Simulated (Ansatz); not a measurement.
# Si₃H₆O₂: basis-set convergence

The task here is to estimate one member of a computed series from the others.

The runs use Ansatz 0.2.0, Gaussian basis; one geometry, several basis sets.

Plan: PBE0-D4/def2-SVP; ωB97M-V/def2-SVP; PBE0-D4/def2-QZVPP; ωB97M-V/def2-QZVPP; the functionals' def2-TZVPP values are taken from earlier runs.

## Structure used throughout

The geometry comes from an earlier relaxation with PBE0-D4 in a triple-zeta def2 set; it is a stationary point, not always the lowest conformer.

SMILES `[SiH3]O[Si]O[SiH3]`, 11 atoms, charge 0, spin multiplicity 1.

Atoms are counted from 1 here; the program's logs count them from 0.

Bond lengths: Si1–O2 1.643 Å, Si1–H6 1.486 Å, Si1–H7 1.483 Å, Si1–H8 1.483 Å, O2–Si3 1.640 Å, Si3–O4 1.640 Å, O4–Si5 1.643 Å, Si5–H9 1.483 Å, Si5–H10 1.486 Å, Si5–H11 1.483 Å. Angles: O2–Si1–H6 110.6°, O2–Si1–H7 108.8°, O2–Si1–H8 108.8°, H6–Si1–H7 109.4°, H6–Si1–H8 109.4°, H7–Si1–H8 109.8°, Si1–O2–Si3 146.7°, O2–Si3–O4 100.5°, Si3–O4–Si5 146.7°, O4–Si5–H9 108.8°, O4–Si5–H10 110.6°, O4–Si5–H11 108.8°, H9–Si5–H10 109.4°, H9–Si5–H11 109.8°, H10–Si5–H11 109.4°.

The first run:

The input, in.yaml:

```yaml
crystal:
  periodic: [false, false, false]
  atoms:
    - {symbol: Si, position_ang: [-2.783551, 0.530439, -0.561317]}
    - {symbol: O, position_ang: [-1.219419, 0.270728, -0.130153]}
    - {symbol: Si, position_ang: [-0.087780, 0.377000, 1.052209]}
    - {symbol: O, position_ang: [1.219599, -0.229711, 0.269557]}
    - {symbol: Si, position_ang: [2.814102, -0.617017, 0.355651]}
    - {symbol: H, position_ang: [-3.548745, 1.109784, 0.573717]}
    - {symbol: H, position_ang: [-3.392566, -0.762901, -0.956835]}
    - {symbol: H, position_ang: [-2.814746, 1.471168, -1.707672]}
    - {symbol: H, position_ang: [2.969639, -2.068237, 0.091362]}
    - {symbol: H, position_ang: [3.356518, -0.299649, 1.702695]}
    - {symbol: H, position_ang: [3.552249, 0.161496, -0.668613]}
basis:
  gaussian: {orbitals: def2-SVP}
hamiltonian: {xc: pbe0, dispersion: d4}
output: {orbitals: {seedname: orbitals}}
```

Among the steps run: PBE0-D4 in def2-SVP; ωB97M-V in def2-SVP; PBE0-D4 in def2-QZVPP; ωB97M-V in def2-QZVPP.

One of the session's tables, all rows but one given; the rest of the session is left out.

It belongs to the step «Functionals by basis». 

```
functional       basis  HOMO (eV)
   PBE0-D4    def2-SVP      -6.99
   PBE0-D4  def2-TZVPP      -7.08
   PBE0-D4  def2-QZVPP      -7.11
   ωB97M-V    def2-SVP      -9.14
   ωB97M-V  def2-TZVPP          ?
   ωB97M-V  def2-QZVPP      -9.29
```

Q: Estimate the row for ωB97M-V, def2-TZVPP from the others.

As computed: HOMO (eV): -9.26. In the column «HOMO (eV)» it lies between ωB97M-V, def2-QZVPP (-9.29) and ωB97M-V, def2-SVP (-9.14).
